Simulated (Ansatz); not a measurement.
# Cl4H4N2Si2: a ladder of functionals and wavefunction methods

Aim: compute Cl4H4N2Si2 with functionals from several rungs and with coupled cluster, and see how far each lands from CCSD(T) at the basis-set limit for the atomisation energy.

Computed with Ansatz 0.2.0, Gaussian basis. Level: functionals in def2-TZVPP, the program's frozen cores in correlated methods.

Plan: LDA (SPW92), PBE-D4, revPBE-D4, BLYP-D4, r2SCAN-D4, B97M-V, PBE0-D4, B3LYP-D4, r2SCANh-D4, r2SCAN0-D4, HSE06-D4, BHLYP-D4, CAM-B3LYP-D4, LC-ωPBE, ωB97X-V, ωB97M-V, B2PLYP, PBE-QIDH; CCSD(T)/def2-SVP; CCSD(T)/def2-TZVPP; MP2/def2-QZVPP; extrapolation to the limit; RPA on PBE.

## Step 1: The geometry

The geometry comes from an earlier relaxation with PBE0-D4 in a triple-zeta def2 set; it is a stationary point, not always the lowest conformer.

SMILES `N[Si](Cl)(Cl)[Si](N)(Cl)Cl`, 12 atoms, charge 0, spin multiplicity 1.

Atoms are counted from 1 here; the program's logs count them from 0.

Bond lengths: N1–Si2 1.693 Å, N1–H9 1.006 Å, N1–H10 1.006 Å, Si2–Cl3 2.043 Å, Si2–Cl4 2.060 Å, Si2–Si5 2.331 Å, Si5–N6 1.699 Å, Si5–Cl7 2.059 Å, Si5–Cl8 2.051 Å, N6–H11 1.008 Å, N6–H12 1.009 Å. Angles: Si2–N1–H9 121.7°, Si2–N1–H10 120.9°, H9–N1–H10 113.1°, N1–Si2–Cl3 106.8°, N1–Si2–Cl4 108.4°, N1–Si2–Si5 117.0°, Cl3–Si2–Cl4 111.2°, Cl3–Si2–Si5 109.6°, Cl4–Si2–Si5 103.9°, Si2–Si5–N6 108.4°, Si2–Si5–Cl7 109.3°, Si2–Si5–Cl8 110.6°, N6–Si5–Cl7 114.8°, N6–Si5–Cl8 106.4°, Cl7–Si5–Cl8 107.2°, Si5–N6–H11 120.4°, Si5–N6–H12 119.1°, H11–N6–H12 111.9°.

## Step 2: LDA

This LDA is Slater exchange with PW92 correlation.

The input, in.yaml:

```yaml
crystal:
  periodic: [false, false, false]
  atoms:
    - {symbol: N, position_ang: [-0.421439, -1.845304, 1.233384]}
    - {symbol: Si, position_ang: [-0.627197, -0.172038, 1.083505]}
    - {symbol: Cl, position_ang: [-2.573671, 0.228761, 1.555784]}
    - {symbol: Cl, position_ang: [0.663805, 0.760129, 2.390338]}
    - {symbol: Si, position_ang: [-0.113411, 0.777611, -0.981886]}
    - {symbol: N, position_ang: [1.569561, 0.708978, -1.201324]}
    - {symbol: Cl, position_ang: [-0.920719, 2.669138, -1.081067]}
    - {symbol: Cl, position_ang: [-0.942979, -0.315491, -2.506511]}
    - {symbol: H, position_ang: [0.484725, -2.275692, 1.152811]}
    - {symbol: H, position_ang: [-1.178458, -2.478481, 1.036773]}
    - {symbol: H, position_ang: [1.965401, 0.741491, -2.127988]}
    - {symbol: H, position_ang: [2.171381, 1.145698, -0.519820]}
basis:
  gaussian: {orbitals: def2-TZVPP}
hamiltonian: {xc: lda}
output: {orbitals: {seedname: orbitals}}
```

After this run come: PBE-D4 (GGA); revPBE-D4 (GGA); BLYP-D4 (GGA); r2SCAN-D4 (meta-GGA); B97M-V (meta-GGA); PBE0-D4 (hybrid); B3LYP-D4 (hybrid); r2SCANh-D4 (hybrid); r2SCAN0-D4 (hybrid); HSE06-D4 (hybrid); BHLYP-D4 (hybrid); CAM-B3LYP-D4 (range-separated); LC-ωPBE (range-separated); ωB97X-V (range-separated); ωB97M-V (range-separated); B2PLYP (double hybrid); PBE-QIDH (double hybrid); CCSD(T) in def2-SVP; CCSD(T) in def2-TZVPP; MP2 in def2-QZVPP; RPA on PBE orbitals.

**Question.** What will the summary of the whole plan be? Wanted: atomisation energy, CCSD(T)/CBS; farthest beyond LDA; mean size of error, GGA; mean size of error, meta-GGA; mean size of error, hybrid; mean size of error, range-separated; mean size of error, double hybrid; gap, smallest and largest; T1 diagnostic.

**Answer**, as computed:

| quantity | value |
| --- | --- |
| atomisation energy, CCSD(T)/CBS | 43.291 eV |
| functionals within 0.216 eV (0.5 %) | r2SCAN-D4, PBE0-D4, HSE06-D4 |
| farthest beyond LDA | BHLYP-D4 (-1.520 eV) |
| mean size of error, GGA | 0.512 eV |
| mean size of error, meta-GGA | 0.214 eV |
| mean size of error, hybrid | 0.490 eV |
| mean size of error, range-separated | 0.348 eV |
| mean size of error, double hybrid | 0.683 eV |
| gap, smallest and largest | 5.01 eV (LDA (SPW92)), 12.08 eV (LC-ωPBE) |
| T1 diagnostic | 0.0101 |
| triples share of the correlation energy | 4.2 % |

**Reading.** LDA overbinds by 6.393 eV (15 %). PBE-D4 misses by +0.812 eV. Double hybrids carry the basis error of their MP2 part in triple zeta, and no dispersion term here, so their miss is partly the set-up's. Taken by rung, meta-GGA functionals do best (0.214 eV on average) and double hybrid ones worst beyond LDA (0.683 eV). Misses under about 0.216 eV are within the doubt on the reference itself, which lacks core-valence correlation, relativity and higher excitations. Hartree-Fock recovers 69 % of the binding; the rest is correlation. CCSD(T) in def2-SVP is off by -4.624 eV, more than most functionals: a good method in a small basis is no reference. Orbital gaps span 5.0 to 12.1 eV; exact exchange widens them.
